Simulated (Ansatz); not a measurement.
# GaFe3: the cost of one run

Computed with Ansatz 0.2.0 (DFT PBEsol, with the methods named in each step, unless a step's input says otherwise).

**1. The starting structure**

The structure is cubic, space group Fm-3m (No. 225). Conventional cell: a = 5.783 Å, b = 5.783 Å, c = 5.783 Å, α = 90.00°, β = 90.00°, γ = 90.00°. Ga (site symmetry m-3m) has 8 Fe at 2.50 Å as nearest neighbours. Around Fe (site symmetry m-3m) lie 8 Fe at 2.50 Å. Fe (site symmetry -43m) is surrounded by 4 Ga at 2.50 Å and 4 Fe at 2.50 Å.

As a file:

```cif
data_structure
_symmetry_space_group_name_H-M 'Fm-3m'
_symmetry_Int_Tables_number 225
_cell_length_a 5.7832
_cell_length_b 5.7832
_cell_length_c 5.7832
_cell_angle_alpha 90.000
_cell_angle_beta 90.000
_cell_angle_gamma 90.000
_cell_volume 193.42
loop_
_atom_site_label
_atom_site_type_symbol
_atom_site_symmetry_multiplicity
_atom_site_Wyckoff_symbol
_atom_site_fract_x
_atom_site_fract_y
_atom_site_fract_z
_atom_site_occupancy
Ga1 Ga 4 a 0.00000 0.00000 0.00000 1
Fe1 Fe 4 b 0.50000 0.00000 0.00000 1
Fe2 Fe 8 c 0.25000 0.25000 0.75000 1
```

The file gives the conventional cell by its symmetry; the runs use the cell typed in the input.

Atoms are numbered in the order of the input: Ga1, Fe2, Fe3, Fe4.

**2. Free moments, LAPW**

input.yaml reads:

```yaml
crystal:
  lattice:
    - [0.0, 2.891594, 2.891594]
    - [2.891594, 0.0, 2.891594]
    - [2.891594, 2.891594, 0.0]
  atoms:
    - { symbol: Ga, position: [0.0, 0.0, 0.0] }
    - { symbol: Fe, position: [0.5, 0.5, 0.5], spin: 3.0 }
    - { symbol: Fe, position: [0.75, 0.75, 0.75], spin: 3.0 }
    - { symbol: Fe, position: [0.25, 0.25, 0.25], spin: 3.0 }
magnetization:
  spin_polarized: true
kpoints:
  mp_grid: { grid: [8, 8, 8] }
scf:
  occupations: { method: fermi_dirac, width: 0.03 }
  lower_state_search: "off"
hamiltonian:
  xc: pbesol
  pseudopotentials: { kind: all_electron, lapw: { basis_error: 0.001 } }
output:
  forces: true
  stress: true
  eigenvalues: false
  populations: true
```

On the command line:

```bash
ansatz run input.yaml --threads 2 --pin off --max-ram 6144MiB --backend cpu --events-out ev --progress --plain --runs-dir out
```

**Question.** How long does this run take on 2 threads of Arm Neoverse V1, shared host, and how much memory does it need?

About 57 s, with a peak of 0.66 GiB.
